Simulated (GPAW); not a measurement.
Crystal: SnO.

```
Sn O
1.0
     3.79860    0.00000    0.00000
     0.00000    3.79860    0.00000
     0.00000    0.00000    4.84080
Sn O
2 2
Direct
  0.50000 0.00000 0.23690
  0.00000 0.50000 0.76310
  0.00000 0.00000 0.00000
  0.50000 0.50000 0.00000
```

Base run:

* Program: GPAW 26.7.0
* Functional: GLLB-SC
* Potentials or basis: the program's PAW data sets (release 1.2.1) made for this functional
* Cutoff: 600 eV
* Basis: pw
* k mesh: 8 × 8 × 6
* Occupations: fermi-dirac, width 0.05 eV
* Spin: no spin polarisation

Its results: band gap on the k mesh with the derivative discontinuity 0.40 eV.

**Question.** The run is repeated on the same cell with these changes: functional from GLLB-SC to LDA; band points from 80 to 100. What comes out?

**Answer.** Band gap on the k mesh 0.14 eV, indirect (least direct gap 1.96 eV).

Caveats: spin-orbit coupling is left out, which moves the levels of the heavy elements; the GLLB-SC gap is the Kohn-Sham gap of the path plus the derivative discontinuity (some runs); a model potential gives levels but no total energy (some runs).

Not every run made on this cell is shown here.
